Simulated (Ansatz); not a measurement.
# GeH6NO2: the cost of one run

All numbers below are computed with Ansatz 0.2.0 (UKS PBE/def2-SVP).

## 1. Starting point

Bond lengths: Ge1–H2 1.800 Å, Ge1–O3 1.770 Å, O3–H4 1.010 Å, Ge1–H5 1.549 Å, Ge1–O6 1.769 Å, O6–H7 1.010 Å, N8–H9 1.060 Å, N8–H10 1.060 Å. Angles: H2–Ge1–O3 109.4°, H2–Ge1–H5 109.5°, H2–Ge1–O6 109.5°, O3–Ge1–H5 109.5°, O3–Ge1–O6 109.5°, H5–Ge1–O6 109.5°, Ge1–O3–H4 109.5°, Ge1–O6–H7 109.5°, H9–N8–H10 120.0°.

Coordinates:

```xyz
10

Ge    0.0000    0.0000    0.0000
H     0.0000    0.0000    1.8000
O     1.6691    0.0000   -0.5894
H     1.9855   -0.9521   -0.7061
H    -0.7300    1.2648   -0.5162
O    -0.8337   -1.4443   -0.5894
H    -1.2883   -1.9100    0.1830
N     0.0000    0.0000    3.1600
H    -0.4960   -0.7725    3.6900
H     0.4960    0.7725    3.6900
```

## 2. A restrained relaxation towards end A

Springs on the bonds that form and break draw the guess towards this end; the thresholds are loose.

File input.yaml:

```yaml
crystal:
  periodic: [false, false, false]
  atoms:
    - { symbol: Ge, position_ang: [0.0, 0.0, 0.0] }
    - { symbol: H, position_ang: [0.0, 0.0, 1.8] }
    - { symbol: O, position_ang: [1.6691, 0.0, -0.5894] }
    - { symbol: H, position_ang: [1.9855, -0.9521, -0.7061] }
    - { symbol: H, position_ang: [-0.73, 1.2648, -0.5162] }
    - { symbol: O, position_ang: [-0.8337, -1.4443, -0.5894] }
    - { symbol: H, position_ang: [-1.2883, -1.91, 0.183] }
    - { symbol: "N", position_ang: [0.0, 0.0, 3.16] }
    - { symbol: H, position_ang: [-0.496, -0.7725, 3.69] }
    - { symbol: H, position_ang: [0.496, 0.7725, 3.69] }
magnetization:
  spin_polarized: true
  initial_magnetization: 1
basis:
  gaussian: { orbitals: def2-SVP }
hamiltonian:
  xc: pbe
relax:
  f_tol: 0.15
  max_steps: 25
  restrain:
    - { distance: [1, 7], at: 2.26, k: 30.0 }
    - { distance: [0, 1], at: 1.55, k: 30.0 }
```

On the command line:

```bash
> ansatz run input.yaml --threads 4 --pin off --max-ram 5120MiB --backend cpu --events-out ev --progress --plain --runs-dir out
```

**Question.** How long does this run take on 4 threads of Arm Neoverse V1, shared host, and how much memory does it need?

About 19 s, with a peak of 0.24 GiB.
